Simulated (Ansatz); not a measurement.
**GaH₃NO radical: how energies converge with the basis set**

An exercise on one series of results from a longer session: the logs are not shown, and one member is left open.

Computed with Ansatz 0.2.0, Gaussian basis. Level: one geometry, several basis sets.

Levels to be run: PBE0-D4/def2-SVP; ωB97M-V/def2-SVP; PBE0-D4/def2-QZVPP; ωB97M-V/def2-QZVPP; the functionals' def2-TZVPP values are taken from earlier runs.

### Structure used throughout

The geometry comes from an earlier relaxation with PBE0-D4 in a triple-zeta def2 set; it is a stationary point.

SMILES `[NH2][Ga][OH]`, 6 atoms, charge 0, spin multiplicity 2.

Atoms are counted from 1 here; the program's logs count them from 0.

Bond lengths: N1–Ga2 1.856 Å, N1–H4 1.010 Å, N1–H5 1.013 Å, Ga2–O3 1.803 Å, O3–H6 0.962 Å. Angles: Ga2–N1–H4 117.4°, Ga2–N1–H5 116.5°, H4–N1–H5 109.3°, N1–Ga2–O3 117.5°, Ga2–O3–H6 112.9°.

The first run:

File in.yaml:

```yaml
crystal:
  periodic: [false, false, false]
  atoms:
    - {symbol: N, position_ang: [0.818259, 0.748115, -0.272496]}
    - {symbol: Ga, position_ang: [0.079421, -0.917118, -0.624985]}
    - {symbol: O, position_ang: [-1.210985, -1.506716, 0.487077]}
    - {symbol: H, position_ang: [1.452630, 1.129652, -0.959579]}
    - {symbol: H, position_ang: [0.176846, 1.471749, 0.028267]}
    - {symbol: H, position_ang: [-1.274072, -0.989583, 1.295515]}
basis:
  gaussian: {orbitals: def2-SVP}
magnetization: {spin_polarized: true, initial_magnetization: 1}
hamiltonian: {xc: pbe0, dispersion: d4}
output: {orbitals: {seedname: orbitals}}
```

Steps of the session up to this table: PBE0-D4 in def2-SVP; ωB97M-V in def2-SVP; PBE0-D4 in def2-QZVPP; ωB97M-V in def2-QZVPP.

One of the session's tables, all rows but one given; the rest of the session is left out.

It belongs to the step «Functionals by basis». 

```
functional       basis  HOMO (eV)  LUMO (eV)
   PBE0-D4    def2-SVP      -5.97      -2.66
   PBE0-D4  def2-TZVPP      -6.12      -2.79
   PBE0-D4  def2-QZVPP      -6.17      -2.86
   ωB97M-V    def2-SVP      -8.03      -0.99
   ωB97M-V  def2-TZVPP          ?          ?
   ωB97M-V  def2-QZVPP      -8.25      -1.24
```

**Question.** Estimate the row for ωB97M-V, def2-TZVPP.

**Answer.** HOMO (eV): -8.18; LUMO (eV): -1.09. In the column «HOMO (eV)» it lies between ωB97M-V, def2-QZVPP (-8.25) and ωB97M-V, def2-SVP (-8.03).
